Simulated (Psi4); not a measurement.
# BH2SO2 (SMILES OB(O)[S]): UB3LYP/6-31G(d) (spherical functions)

What is the energy change on altering one bond length of BH2SO2 at UB3LYP/6-31G* (spherical functions)? 

Program for the calculation: Psi4 1.11.

## (1) The structure to begin with

BH2SO2 has 6 atoms, charge 0, and is taken as a doublet. As SMILES, `OB(O)[S]`. The shape is that of a PBE0-D4/def2-TZVP optimisation. This is one conformer, not always the lowest.

Bond lengths: O1–B2 1.365 Å, B2–O3 1.355 Å, B2–S4 1.820 Å, O1–H5 0.959 Å, O3–H6 0.962 Å. Angles: O1–B2–O3 119.9°, O1–B2–S4 121.8°, O3–B2–S4 118.3°, B2–O1–H5 115.3°, B2–O3–H6 112.1°.

## (2) A single-point energy at UB3LYP/6-31G(d) (spherical functions)

The input, job.in:

```
memory 1600 mb

molecule molecule1 {
  0 2
  O      0.166800     1.048300    -0.381600
  B     -0.131800    -0.234300    -0.021200
  O      0.605100    -0.858600     0.929400
  S     -1.507300    -1.149900    -0.785000
  H     -0.396500     1.425800    -1.059600
  H      1.306000    -0.295400     1.271800
  symmetry c1
}

set {
  reference uks
  puream true
  e_convergence 1e-09
  d_convergence 1e-08
  scf_type pk
  dft_radial_points 99
  dft_spherical_points 590
  maxiter 200
}

e_tot, wfn = energy("b3lyp/6-31G*", return_wfn=True)
```

Run with:

```console
psi4 -n 1 job.in job.out
```

job.out (excerpt; [...] marks lines left out):

```text
[...]
  Running in c1 symmetry.
[...]
  Nuclear repulsion =  137.893531582563611
[...]
  Multiplicity = 2
[...]
  Nalpha       = 20
  Nbeta        = 19
[...]
    Number of basis functions: 64
[...]
   @UKS iter   1:  -574.51725728677798   -2.63425e-01   1.25557e-02 DIIS/ADIIS
[...]
   @UKS iter  14:  -574.76765050048152   -6.70752e-12   7.72437e-09 DIIS
[...]
   @S^2 Observed:                7.525728905E-01
[...]
    Orbital Energies [Eh]
    ---------------------
    Alpha Occupied:
       1A    -88.871079     2A    -19.172542     3A    -19.161393
       4A     -7.949439     5A     -6.816243     6A     -5.920283
       7A     -5.907534     8A     -5.902797     9A     -1.055343
      10A     -1.022851    11A     -0.728424    12A     -0.581594
      13A     -0.554052    14A     -0.435664    15A     -0.404330
      16A     -0.382271    17A     -0.343018    18A     -0.332120
      19A     -0.306312    20A     -0.270246
    Alpha Virtual:
      21A      0.055333    22A      0.060354    23A      0.078825
      24A      0.123526    25A      0.234357    26A      0.242967
[...]
  @UKS Final Energy:  -574.76765050048152
   => Energetics <=
    Nuclear Repulsion Energy =            137.8935315825636110
    One-Electron Energy =               -1065.9560254344028181
    Two-Electron Energy =                 391.8636248450061430
    DFT Exchange-Correlation Energy =     -38.5687814936483875
    Empirical Dispersion Energy =           0.0000000000000000
    VV10 Nonlocal Energy =                  0.0000000000000000
    Total Energy =                       -574.7676505004815226
[...]
 Multipole Moments:
 ------------------------------------------------------------------------------------
     Multipole            Electronic (a.u.)      Nuclear  (a.u.)        Total (a.u.)
 ------------------------------------------------------------------------------------
 L = 1.  Multiply by 2.5417464519 to convert [e a0] to [Debye]
 Dipole X            :         -1.0823126            1.3946084            0.3122958
 Dipole Y            :         -0.9105242            1.6910489            0.7805247
 Dipole Z            :         -0.5089265            0.4044368           -0.1044897
 Magnitude           :                                                    0.8471514
[...]
```

Wall time 14 s (1 thread of INTEL XEON PLATINUM 8581C at 2.10GHz (Emerald Rapids), shared host); peak memory 0.79 GiB.

## (3) The distorted shape at the same level

The input, bh2o2s.xyz:

```xyz
6
BH2O2S
O      0.211585     1.240667    -0.435654
B     -0.131800    -0.234300    -0.021200
O      0.605100    -0.858600     0.929400
S     -1.507300    -1.149900    -0.785000
H     -0.351715     1.618167    -1.113654
H      1.306000    -0.295400     1.271800
```

The input, bh2o2s.py:

```python
import psi4

psi4.set_memory('1600 MB')
psi4.set_num_threads(1)
psi4.set_output_file('output.dat', False)

with open('bh2o2s.xyz') as f:
    atoms = ''.join(f.readlines()[2:])
m = psi4.geometry('0 2\n' + atoms + 'symmetry c1\nno_reorient\nno_com')

psi4.set_options({
    'reference': 'uks',
    'puream': True,
    'e_convergence': 1e-09,
    'd_convergence': 1e-08,
    'scf_type': 'pk',
    'dft_radial_points': 99,
    'dft_spherical_points': 590,
    'maxiter': 200,
})

E, wfn = psi4.energy('b3lyp/6-31G*', molecule=m, return_wfn=True)
psi4.oeprop(wfn, 'MULLIKEN_CHARGES', 'QUADRUPOLE', 'WIBERG_LOWDIN_INDICES', title='B3LYP')
print(f'total energy {E:.8f} hartree = {E * 27.211386:.5f} eV')
for k, v in sorted(psi4.core.scalar_variables().items()):
    print(f'{k:45s} {v:18.10f}')
```

Run with:

```console
python bh2o2s.py
```

output.dat (excerpt; [...] marks lines left out):

```text
[...]
  Running in c1 symmetry.
[...]
  Nuclear repulsion =  132.970212718531656
[...]
  Multiplicity = 2
[...]
  Nalpha       = 20
  Nbeta        = 19
[...]
    Number of basis functions: 64
[...]
   @UKS iter   1:  -574.50013420863252   -4.28372e-01   1.25245e-02 ADIIS/DIIS
[...]
   @UKS iter  15:  -574.74736597559399   -1.25056e-12   2.94921e-09 DIIS
[...]
   @S^2 Observed:                7.527409745E-01
[...]
  @UKS Final Energy:  -574.74736597559399
   => Energetics <=
    Nuclear Repulsion Energy =            132.9702127185316556
    One-Electron Energy =               -1056.1418705498945201
    Two-Electron Energy =                 386.9235084602306074
    DFT Exchange-Correlation Energy =     -38.4992166044616866
    Empirical Dispersion Energy =           0.0000000000000000
    VV10 Nonlocal Energy =                  0.0000000000000000
    Total Energy =                       -574.7473659755939934
[...]
 Multipole Moments:
 ------------------------------------------------------------------------------------
     Multipole            Electronic (a.u.)      Nuclear  (a.u.)        Total (a.u.)
 ------------------------------------------------------------------------------------
 L = 1.  Multiply by 2.5417464519 to convert [e a0] to [Debye]
 Dipole X            :         32.9098531          -32.6696514            0.2402017
 Dipole Y            :         29.1656227          -28.7060680            0.4595547
 Dipole Z            :         16.1600811          -16.1720608           -0.0119796
 Magnitude           :                                                    0.5186819
 L = 2.  Multiply by 1.3450342976 to convert [e a0^2] to [Debye ang]
 Quadrupole XX       :       -170.1128122          148.3947493          -21.7180629
 Quadrupole XY       :        -90.4614283           88.8306924           -1.6307359
[...]
  Mulliken Charges: (a.u.)
   Center  Symbol    Alpha    Beta     Spin     Total
       1     O     4.36234  4.31937  0.04297 -0.68171
       2     B     2.25008  2.28545 -0.03538  0.46447
       3     O     4.27401  4.26988  0.00413 -0.54389
       4     S     8.53458  7.54790  0.98667 -0.08248
       5     H     0.29211  0.29383 -0.00172  0.41407
       6     H     0.28689  0.28356  0.00333  0.42955
   Total alpha = 20.00000, Total beta = 19.00000, Total charge = -0.00000
  Wiberg Bond Indices using Orthogonal Lowdin Orbitals:
[...]
```

The script printed:

```text
total energy -574.74736598 hartree = -15639.67243 eV
CURRENT ENERGY                                   -574.7473659756
CURRENT REFERENCE ENERGY                         -574.7473659756
DD SOLVATION ENERGY                                 0.0000000000
DFT FUNCTIONAL TOTAL ENERGY                      -574.7473659756
DFT TOTAL ENERGY                                 -574.7473659756
DFT VV10 ENERGY                                     0.0000000000
DFT XC ENERGY                                     -38.4992166045
GRID ELECTRONS ALPHA                               19.9999999975
GRID ELECTRONS BETA                                19.0000000308
GRID ELECTRONS TOTAL                               39.0000000283
NUCLEAR REPULSION ENERGY                          132.9702127185
ONE-ELECTRON ENERGY                             -1056.1418705499
PCM POLARIZATION ENERGY                             0.0000000000
PE ENERGY                                           0.0000000000
SCF ITERATION ENERGY                             -574.7473659756
SCF ITERATIONS                                     15.0000000000
SCF TOTAL ENERGY                                 -574.7473659756
TWO-ELECTRON ENERGY                               386.9235084602
XC GRID RADIAL POINTS                              99.0000000000
XC GRID SPHERICAL POINTS                          590.0000000000
XC GRID TOTAL POINTS                           330559.0000000000
```

Run time: 14 s. Hardware: 1 thread of INTEL XEON PLATINUM 8581C at 2.10GHz (Emerald Rapids), shared host; peak memory 0.78 GiB.

## (4) Outcome

Level: UB3LYP/6-31G* (spherical functions).

| quantity | value |
| --- | --- |
| first shape: total energy | -574.76765 Eh |
| first shape: dipole moment | 2.15 D |
| first shape: HOMO energy (highest over α and β) | -6.99 eV |
| first shape: LUMO energy (lowest over α and β) | -4.66 eV |
| first shape: ⟨S²⟩ | 0.753 |
| distorted shape: total energy | -574.74737 Eh |
| distorted shape: dipole moment | 1.32 D |
| distorted shape: HOMO energy (highest over α and β) | -7.19 eV |
| distorted shape: LUMO energy (lowest over α and β) | -4.84 eV |
| distorted shape: ⟨S²⟩ | 0.753 |
| energy change with the O1–B2 bond stretched from 1.365 to 1.570 Å | 0.552 eV |

With the O1–B2 bond stretched from 1.365 to 1.570 Å the energy rises by 0.55 eV (53.3 kJ/mol). The first shape isn't relaxed at this level, so the change isn't measured from a minimum.
